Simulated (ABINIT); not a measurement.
Crystal: Ta4O.

```
Ta O
1.0
     3.25750    0.00000    0.00000
     0.00000    3.25750    0.00000
     0.00000    0.00000    7.40934
Ta O
4 1
Direct
  0.00000 0.00000 0.00000
  0.50000 0.50000 0.21684
  0.50000 0.50000 0.78316
  0.00000 0.00000 0.50000
  0.50000 0.50000 0.50000
```

The cell comes from a database or a generator and needn't be the stable form of this composition.

Base run:

- Program: ABINIT 10.8.3 (patched build)
- Functional: PBE
- Potentials or basis: JTH PAW PBE v2.0
- Cutoff: 626 eV
- k mesh: 8 × 8 × 4
- Occupations: fermi-dirac, width 0.05 eV
- Spin: no spin polarisation

Its results: band gap on the k mesh none (metal or under the smearing width); pressure -1.4 GPa; largest force 0.010 eV/Å.

Question: The run is repeated on the same cell with these changes: functional from PBE to LDA; potentials or basis from JTH PAW PBE v2.0 to JTH PAW LDA v2.0. What comes out?

Answer: Band gap on the k mesh none (metal or under the smearing width); pressure -14.1 GPa; largest force 0.049 eV/Å.

Caveats: spin-orbit coupling is left out, which moves the levels of the heavy elements.
